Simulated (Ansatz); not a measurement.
# C4H12AlN: the cost of one run

The runs use Ansatz 0.2.0, Gaussian basis; the settings change from run to run.

1 further run of the same task is left out (it didn't finish). Runs told in other sessions of the task aren't counted.

## 1. The relaxed structure

An earlier PBE0-D4 in a triple-zeta def2 set relaxation fixed the geometry.

18 atoms, charge 0, spin multiplicity 1.

Atoms are counted from 1 here; the program's logs count them from 0.

Bond lengths: C1–C2 1.532 Å, C1–H7 1.094 Å, C1–H8 1.095 Å, C1–H9 1.093 Å, C2–Al3 1.965 Å, C2–H10 1.098 Å, C2–H11 1.096 Å, Al3–N4 1.776 Å, Al3–C5 1.965 Å, N4–H12 1.007 Å, N4–H13 1.007 Å, C5–C6 1.529 Å, C5–H14 1.099 Å, C5–H15 1.097 Å, C6–H16 1.095 Å, C6–H17 1.094 Å, C6–H18 1.094 Å. Angles: C2–C1–H7 111.8°, C2–C1–H8 112.2°, C2–C1–H9 111.8°, H7–C1–H8 106.9°, H7–C1–H9 106.9°, H8–C1–H9 107.0°, C1–C2–Al3 114.9°, C1–C2–H10 109.1°, C1–C2–H11 109.8°, Al3–C2–H10 108.4°, Al3–C2–H11 108.9°, H10–C2–H11 105.2°, C2–Al3–N4 118.2°, C2–Al3–C5 124.2°, N4–Al3–C5 117.5°, Al3–N4–H12 125.3°, Al3–N4–H13 124.9°, H12–N4–H13 109.9° and more.

## 2. B2GP-PLYP/def2-TZVPD

This run has coordinates scaled by 1.12, density fitting with cc-pVTZ-jkfit, relativity set to scalar, high accuracy.

in.yaml reads:

```yaml
crystal:
  periodic: [false, false, false]
  atoms:
    - {symbol: C, position_ang: [-2.266795, -1.127105, -0.453596]}
    - {symbol: C, position_ang: [-1.674155, -0.265108, 0.907074]}
    - {symbol: Al, position_ang: [0.079072, 1.004938, 0.509646]}
    - {symbol: N, position_ang: [-0.082689, 2.960365, 0.833149]}
    - {symbol: C, position_ang: [2.017531, 0.249472, -0.209630]}
    - {symbol: C, position_ang: [2.028923, -1.346030, -0.832164]}
    - {symbol: H, position_ang: [-2.627169, -0.371777, -1.348872]}
    - {symbol: H, position_ang: [-3.230565, -1.830813, -0.172360]}
    - {symbol: H, position_ang: [-1.412983, -1.863829, -0.931186]}
    - {symbol: H, position_ang: [-1.380201, -1.064891, 1.793992]}
    - {symbol: H, position_ang: [-2.568537, 0.429197, 1.382633]}
    - {symbol: H, position_ang: [0.734890, 3.718874, 0.663283]}
    - {symbol: H, position_ang: [-1.006373, 3.474402, 1.227010]}
    - {symbol: H, position_ang: [2.805968, 0.329386, 0.732108]}
    - {symbol: H, position_ang: [2.458207, 1.032923, -1.047513]}
    - {symbol: H, position_ang: [3.155850, -1.718214, -1.139670]}
    - {symbol: H, position_ang: [1.333365, -1.445262, -1.835527]}
    - {symbol: H, position_ang: [1.593324, -2.153875, -0.020363]}
basis:
  gaussian: {orbitals: def2-TZVPD, fitting: {mean_field: cc-pVTZ-jkfit}}
hamiltonian: {xc: {name: B2GP-PLYP}, pseudopotentials: {relativity: scalar}}
accuracy: high
output: {forces: true}
```

Run with:

```console
$ ansatz run in.yaml --threads 4 --pin off --events-out ev --progress --plain --max-ram 11315MiB
```

What time and memory should one allow on 4 threads of Intel Xeon 6975P-C, shared host?

About 24 s, with a peak of 1.1 GiB.
